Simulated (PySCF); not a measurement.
**F: dipole response in dyall-acv3z**

How polarisable is F at the levels listed below?

The numbers are computed with PySCF 2.14.0 (unrestricted determinants in a Gaussian basis, no spin-orbit coupling in the energies), except any that are marked as measured or tabulated.

**1. Starting point**

| Property | Result |
| --- | --- |
| Element | fluorine (Z = 9) |
| Basis | dyall-acv3z (15s9p4d2f, 76 functions) |
| Hamiltonian | the spin-free X2C one-electron Hamiltonian (Gaussian nucleus) |
| State 1 | F: [He] 2s2 2p5, 2P determinant |
| Methods | UHF, PBE, PBE0, revPBE, BLYP |

The outer shells:

F [He] 2s2 2p5
```
[He] core
2s [↑↓]
2p [↑↓][↑↓][↑ ]
```

The runs were made by one driver on top of PySCF. The scripts below sum up each run's settings (the driver also hands on starting orbitals that pick excited configurations, and frozen orbitals as a list rather than a count), and the logs come from the driver's own runs. The driver starts from symmetry-adapted Hartree-Fock orbitals, holds the occupation by maximum overlap and uses a logarithmic radial grid for functionals, so a plain start would take other cycles.

The integrals over 76 functions and the set-up took 0.18 s of CPU time.

**2. F, method by method**

#### UHF

input.py reads:

```python
from pyscf import gto, scf, dft, mp, cc
import basis_set_exchange as bse
mol = gto.M(atom="F 0 0 0", charge=0, spin=1, symmetry="D2h",
            basis=gto.basis.parse(bse.get_basis("dyall-acv3z", elements=["F"], fmt="nwchem")),
            nucmod="G")
mf = scf.UHF(mol).sfx2c1e()
mf.irrep_nelec = {'Ag': (2, 2), 'B1u': (1, 1), 'B2u': (1, 1), 'B3u': (1, 0)}
mf.kernel()
```

What it wrote:

```text
damping factor = 0
level_shift factor = 0
DIIS = <class 'pyscf.scf.diis.CDIIS'>
diis_start_cycle = 1
diis_space = 10
diis_damp = 0
SCF conv_tol = 1e-09
SCF conv_tol_grad = None
number electrons alpha = 5  beta = 4
cycle= 1 E= -99.5029247892077  delta_E= -0.00456  |g|= 0.0297  |ddm|= 0.0219
cycle= 2 E= -99.5031611307373  delta_E= -0.000236  |g|= 0.00714  |ddm|= 0.00553
cycle= 3 E= -99.5031778871532  delta_E= -1.68e-05  |g|= 0.000499  |ddm|= 0.00205
cycle= 4 E= -99.5031780995322  delta_E= -2.12e-07  |g|= 0.000236  |ddm|= 0.000301
cycle= 5 E= -99.5031781431491  delta_E= -4.36e-08  |g|= 0.000112  |ddm|= 0.00013
cycle= 6 E= -99.5031781556209  delta_E= -1.25e-08  |g|= 1.38e-05  |ddm|= 0.000108
cycle= 7 E= -99.5031781557667  delta_E= -1.46e-10  |g|= 3.03e-06  |ddm|= 1e-05
converged SCF energy = -99.5031781557667  <S^2> = 0.75417568  2S+1 = 2.0041713
```

CPU time 6.4 s on a shared host, the integrals not counted.

The occupied shells:

```tsv
shell	electrons	mean orbital energy (eV)	spread (eV)	rms radius (bohr)
1s α	1	-719.24	0	0.204
1s β	1	-717.94	0	0.204
2s α	1	-45.601	0	1.10
2s β	1	-40.276	0	1.10
2p α	3	-20.928	3.091	1.24
2p β	2	-18.484	0	1.24
```

⟨S²⟩ = 0.754, ⟨L²⟩ = 2.01.

The driver then solved the coupled dipole response at imaginary frequencies: mean α = 3.071 bohr³ (xx, yy, zz: 2.890, 3.161, 3.161), C₆ = 8.027 au for a like pair.

#### PBE

input.py differs from the last one in:

```diff
@@ -5,3 +5,3 @@
             nucmod="G")
-mf = scf.UHF(mol).sfx2c1e()
+mf = dft.UKS(mol, xc="PBE").sfx2c1e()
 mf.irrep_nelec = {'Ag': (2, 2), 'B1u': (1, 1), 'B2u': (1, 1), 'B3u': (1, 0)}
```

What it wrote:

```text
damping factor = 0
level_shift factor = 0
DIIS = <class 'pyscf.scf.diis.CDIIS'>
diis_start_cycle = 1
diis_space = 10
diis_damp = 0
SCF conv_tol = 1e-09
SCF conv_tol_grad = None
number electrons alpha = 5  beta = 4
XC functionals = PBE
    J. P. Perdew, K. Burke, and M. Ernzerhof.,  Phys. Rev. Lett. 77, 3865 (1996)
    J. P. Perdew, K. Burke, and M. Ernzerhof.,  Phys. Rev. Lett. 78, 1396 (1997)
    J. P. Perdew, K. Burke, and M. Ernzerhof.,  Phys. Rev. Lett. 77, 3865 (1996)
    J. P. Perdew, K. Burke, and M. Ernzerhof.,  Phys. Rev. Lett. 78, 1396 (1997)
cycle= 1 E= -99.7643612645861  delta_E= -0.00977  |g|= 0.0363  |ddm|= 0.0888
cycle= 2 E= -99.7641017594908  delta_E= 0.00026  |g|= 0.0524  |ddm|= 0.0296
cycle= 3 E= -99.7648521310111  delta_E= -0.00075  |g|= 0.00318  |ddm|= 0.0138
cycle= 4 E= -99.7648556203832  delta_E= -3.49e-06  |g|= 0.00028  |ddm|= 0.00125
cycle= 5 E= -99.7648556486582  delta_E= -2.83e-08  |g|= 1.76e-05  |ddm|= 0.00011
cycle= 6 E= -99.7648556488298  delta_E= -1.72e-10  |g|= 1.64e-06  |ddm|= 1.09e-05
converged SCF energy = -99.7648556488298  <S^2> = 0.75149258  2S+1 = 2.001492
```

CPU time 5.4 s on a shared host, the integrals not counted.

The driver then solved the coupled dipole response at imaginary frequencies: mean α = 3.708 bohr³ (xx, yy, zz: 3.311, 3.907, 3.907), C₆ = 10.06 au for a like pair.

#### PBE0

input.py differs from the last one in:

```diff
@@ -5,3 +5,3 @@
             nucmod="G")
-mf = dft.UKS(mol, xc="PBE").sfx2c1e()
+mf = dft.UKS(mol, xc="PBE0").sfx2c1e()
 mf.irrep_nelec = {'Ag': (2, 2), 'B1u': (1, 1), 'B2u': (1, 1), 'B3u': (1, 0)}
```

What it wrote:

```text
damping factor = 0
level_shift factor = 0
DIIS = <class 'pyscf.scf.diis.CDIIS'>
diis_start_cycle = 1
diis_space = 10
diis_damp = 0
SCF conv_tol = 1e-09
SCF conv_tol_grad = None
number electrons alpha = 5  beta = 4
XC functionals = PBE0
    C. Adamo and V. Barone.,  J. Chem. Phys. 110, 6158 (1999)
    M. Ernzerhof and G. E. Scuseria.,  J. Chem. Phys. 110, 5029 (1999)
cycle= 1 E= -99.7701026237163  delta_E= -0.00637  |g|= 0.017  |ddm|= 0.0536
cycle= 2 E= -99.7701523084303  delta_E= -4.97e-05  |g|= 0.0116  |ddm|= 0.00808
cycle= 3 E= -99.7701847647485  delta_E= -3.25e-05  |g|= 0.00314  |ddm|= 0.00383
cycle= 4 E= -99.7701874935414  delta_E= -2.73e-06  |g|= 0.000259  |ddm|= 0.000905
cycle= 5 E= -99.7701875387896  delta_E= -4.52e-08  |g|= 4.7e-05  |ddm|= 0.000163
cycle= 6 E= -99.7701875402676  delta_E= -1.48e-09  |g|= 1.98e-06  |ddm|= 3.28e-05
cycle= 7 E= -99.7701875402694  delta_E= -1.75e-12  |g|= 7.51e-08  |ddm|= 1.12e-06
converged SCF energy = -99.7701875402694  <S^2> = 0.75189159  2S+1 = 2.0018907
```

CPU time 10 s on a shared host, the integrals not counted.

The driver then solved the coupled dipole response at imaginary frequencies: mean α = 3.479 bohr³ (xx, yy, zz: 3.167, 3.635, 3.635), C₆ = 9.341 au for a like pair.

#### revPBE

input.py differs from the last one in:

```diff
@@ -5,3 +5,3 @@
             nucmod="G")
-mf = dft.UKS(mol, xc="PBE0").sfx2c1e()
+mf = dft.UKS(mol, xc="PBE_R,PBE").sfx2c1e()
 mf.irrep_nelec = {'Ag': (2, 2), 'B1u': (1, 1), 'B2u': (1, 1), 'B3u': (1, 0)}
```

What it wrote:

```text
damping factor = 0
level_shift factor = 0
DIIS = <class 'pyscf.scf.diis.CDIIS'>
diis_start_cycle = 1
diis_space = 10
diis_damp = 0
SCF conv_tol = 1e-09
SCF conv_tol_grad = None
number electrons alpha = 5  beta = 4
XC functionals = PBE_R,PBE
    Y. Zhang and W. Yang.,  Phys. Rev. Lett. 80, 890 (1998)
    J. P. Perdew, K. Burke, and M. Ernzerhof.,  Phys. Rev. Lett. 77, 3865 (1996)
    J. P. Perdew, K. Burke, and M. Ernzerhof.,  Phys. Rev. Lett. 78, 1396 (1997)
cycle= 1 E= -99.830256439265  delta_E= -0.00889  |g|= 0.0365  |ddm|= 0.085
cycle= 2 E= -99.8300041318536  delta_E= 0.000252  |g|= 0.0523  |ddm|= 0.03
cycle= 3 E= -99.8307595547029  delta_E= -0.000755  |g|= 0.0032  |ddm|= 0.0138
cycle= 4 E= -99.8307631201759  delta_E= -3.57e-06  |g|= 0.000296  |ddm|= 0.00127
cycle= 5 E= -99.8307631521315  delta_E= -3.2e-08  |g|= 1.88e-05  |ddm|= 0.000119
cycle= 6 E= -99.8307631523248  delta_E= -1.93e-10  |g|= 2.11e-06  |ddm|= 1.18e-05
converged SCF energy = -99.8307631523248  <S^2> = 0.75161255  2S+1 = 2.0016119
```

CPU time 4.3 s on a shared host, the integrals not counted.

The driver then solved the coupled dipole response at imaginary frequencies: mean α = 3.717 bohr³ (xx, yy, zz: 3.309, 3.921, 3.921), C₆ = 10.09 au for a like pair.

#### BLYP

input.py differs from the last one in:

```diff
@@ -5,3 +5,3 @@
             nucmod="G")
-mf = dft.UKS(mol, xc="PBE_R,PBE").sfx2c1e()
+mf = dft.UKS(mol, xc="BLYP").sfx2c1e()
 mf.irrep_nelec = {'Ag': (2, 2), 'B1u': (1, 1), 'B2u': (1, 1), 'B3u': (1, 0)}
```

What it wrote:

```text
damping factor = 0
level_shift factor = 0
DIIS = <class 'pyscf.scf.diis.CDIIS'>
diis_start_cycle = 1
diis_space = 10
diis_damp = 0
SCF conv_tol = 1e-09
SCF conv_tol_grad = None
number electrons alpha = 5  beta = 4
XC functionals = BLYP
    A. D. Becke.,  Phys. Rev. A 38, 3098 (1988)
    C. Lee, W. Yang, and R. G. Parr.,  Phys. Rev. B 37, 785 (1988)
    B. Miehlich, A. Savin, H. Stoll, and H. Preuss.,  Chem. Phys. Lett. 157, 200 (1989)
cycle= 1 E= -99.8569644409439  delta_E= -0.0123  |g|= 0.0314  |ddm|= 0.101
cycle= 2 E= -99.856772585652  delta_E= 0.000192  |g|= 0.0467  |ddm|= 0.0284
cycle= 3 E= -99.8573807049829  delta_E= -0.000608  |g|= 0.0034  |ddm|= 0.0122
cycle= 4 E= -99.8573849334719  delta_E= -4.23e-06  |g|= 0.000181  |ddm|= 0.00141
cycle= 5 E= -99.857384946988  delta_E= -1.35e-08  |g|= 1.96e-05  |ddm|= 8.21e-05
cycle= 6 E= -99.857384947187  delta_E= -1.99e-10  |g|= 1.56e-06  |ddm|= 1.19e-05
converged SCF energy = -99.857384947187  <S^2> = 0.75147115  2S+1 = 2.0014706
```

It used 4.6 s of CPU time after the integrals (shared host).

The driver then solved the coupled dipole response at imaginary frequencies: mean α = 3.724 bohr³ (xx, yy, zz: 3.324, 3.924, 3.924), C₆ = 10.09 au for a like pair.

Radial density 4πr²ρ of F at UHF:

```tsv
r (bohr)	density	spin density
0.00232	0.0312	0.000
0.00390	0.0844	0.000
0.00656	0.224	0.000
0.0110	0.579	0.000
0.0186	1.42	0.000
0.0312	3.17	0.001
0.0525	6.11	0.004
0.0883	9.16	0.016
0.149	9.14	0.069
0.250	5.41	0.257
0.420	4.35	0.665
0.707	6.25	0.950
1.19	4.17	0.573
2.00	0.962	0.104
3.36	0.0583	0.002
5.66	0.000398	0.000
```

**3. The response side by side**

F, in atomic units:

```tsv
method	mean α	C₆ (like pair)	S(−4)
UHF	3.071	8.027	3.536
PBE	3.708	10.06	6.723
PBE0	3.479	9.341	5.349
revPBE	3.717	10.09	6.828
BLYP	3.724	10.09	6.914
```

Reference α: 3.74 ± 0.08 bohr³ (recommended; Schwerdtfeger and Nagle, table of static dipole polarizabilities (2023 update)). Published C₆: 9.520 (Chu and Dalgarno (2004); Tang, Norbeck and Certain (1976)).

α(iu) at BLYP:

```tsv
u (hartree)	α(iu) (bohr³)
0	3.724
0.0500	3.707
0.100	3.657
0.200	3.483
0.300	3.252
0.500	2.766
0.750	2.234
1.00	1.807
1.50	1.213
2.00	0.8562
3.00	0.4862
5.00	0.2172
```

**4. Results**

| quantity | value |
| --- | --- |
| α of F | 3.071 (UHF) to 3.724 (BLYP) bohr³; reference 3.740 |

In words: For F BLYP is nearest the reference (-0 %). All values hold for this basis alone; no basis-set limit was taken.
